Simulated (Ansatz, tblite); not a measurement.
# The cluster Cs₂Br₃−: rung by rung

How do method and basis change the picture of the cluster Cs₂Br₃− (singlet)?

Computed with Ansatz 0.2.0, Gaussian basis. Level: as each input shows.

Levels to be run: GFN1-xTB, GFN2-xTB, PBE-D4/def2-TZVPD, r2SCAN-D4/def2-TZVPD, ωB97X-V/def2-TZVPD, HF/def2-TZVPD, B3LYP-D4/def2-TZVPD, CCSD(T)/def2-SVPD, MP2/def2-TZVPD.

5 further runs of the same task are left out: 5 set aside as unsound or not needed.

## (1) The structure

The singlet was relaxed beforehand with PBE-D4/def2-SVPD. At that level it is the lowest of the isomers that a small search found.

5 atoms, charge -1, spin multiplicity 1.

Bond lengths: Cs1–Br3 3.494 Å, Cs1–Br4 3.494 Å, Cs1–Br5 3.495 Å, Cs2–Br3 3.495 Å, Cs2–Br4 3.495 Å, Cs2–Br5 3.494 Å. Angles: Br3–Cs1–Br4 90.5°, Br3–Cs1–Br5 90.4°, Br4–Cs1–Br5 90.4°, Br3–Cs2–Br4 90.4°, Br3–Cs2–Br5 90.4°, Br4–Cs2–Br5 90.4°, Cs1–Br3–Cs2 69.9°, Cs1–Br4–Cs2 69.9°, Cs1–Br5–Cs2 69.9°.

Coordinates:

```xyz
5
Br3Cs2
Cs    1.1302   -0.2487    1.6335
Cs   -1.1302    0.2487   -1.6334
Br   -0.2029   -2.8422   -0.2921
Br   -1.9381    1.4217    1.5579
Br    2.1411    1.4206   -1.2658
```

Cs takes a core potential in the def2 sets. No spin-orbit coupling is included. The ion is computed in the gas phase, without counter-ions or solvent.

PBE0-D4/def2-TZVPD was run before; its log isn't repeated, and its numbers join the tables.

## (2) GFN1-xTB

Tight binding, by tblite at 300 K electronic temperature and without a spin-polarisation term:

```python
tblite.interface.Calculator('GFN1-xTB', numbers, positions, charge=-1, uhf=0).singlepoint()
```

Energy -343.7174 eV, HOMO -6.65 eV, LUMO -5.55 eV; 0.011 s.

## (3) GFN2-xTB

Tight binding, by tblite at 300 K electronic temperature and without a spin-polarisation term:

```python
tblite.interface.Calculator('GFN2-xTB', numbers, positions, charge=-1, uhf=0).singlepoint()
```

Energy -357.5020 eV, HOMO -6.06 eV, LUMO -2.61 eV; 0.017 s.

## (4) PBE-D4/def2-TZVPD

start.molden holds the orbitals of an earlier run on this state, given as this run's starting guess.

Input file in.yaml:

```yaml
crystal:
  periodic: [false, false, false]
  atoms:
    - {symbol: Cs, position_ang: [1.130176, -0.248670, 1.633462]}
    - {symbol: Cs, position_ang: [-1.130203, 0.248661, -1.633443]}
    - {symbol: Br, position_ang: [-0.202899, -2.842228, -0.292090]}
    - {symbol: Br, position_ang: [-1.938130, 1.421651, 1.557890]}
    - {symbol: Br, position_ang: [2.141055, 1.420586, -1.265809]}
basis:
  gaussian: {orbitals: def2-TZVPD, initial_orbitals: start.molden}
total_charge: -1
hamiltonian: {xc: pbe, dispersion: d4}
scf: {omitted_lower_state_checks: [starts]}
output: {forces: true, orbitals: {seedname: orbitals}}
```

Launch:

```
$ ansatz run in.yaml --threads 4 --pin off --events-out ev --progress --plain --max-ram 4787MiB
```

After this run come: r2SCAN-D4/def2-TZVPD; ωB97X-V/def2-TZVPD; HF/def2-TZVPD; B3LYP-D4/def2-TZVPD; CCSD(T)/def2-SVPD; MP2/def2-TZVPD.

Q: Predict the results of all the runs planned. Wanted: gap in def2-TZVPD, named functionals and Hartree-Fock, smallest and largest; correlation energy, CCSD(T)/def2-SVPD; correlation energy, MP2/def2-TZVPD.

The runs gave:

| quantity | value |
| --- | --- |
| gap in def2-TZVPD, named functionals and Hartree-Fock, smallest and largest | 3.30 eV (PBE-D4), 7.87 eV (HF) |
| correlation energy, CCSD(T)/def2-SVPD | -23.26 eV |
| correlation energy, MP2/def2-TZVPD | -29.16 eV |

In words: Orbital gaps of the named functionals and Hartree-Fock in def2-TZVPD span 3.30 eV (PBE-D4) to 7.87 eV (HF); exact exchange widens it.
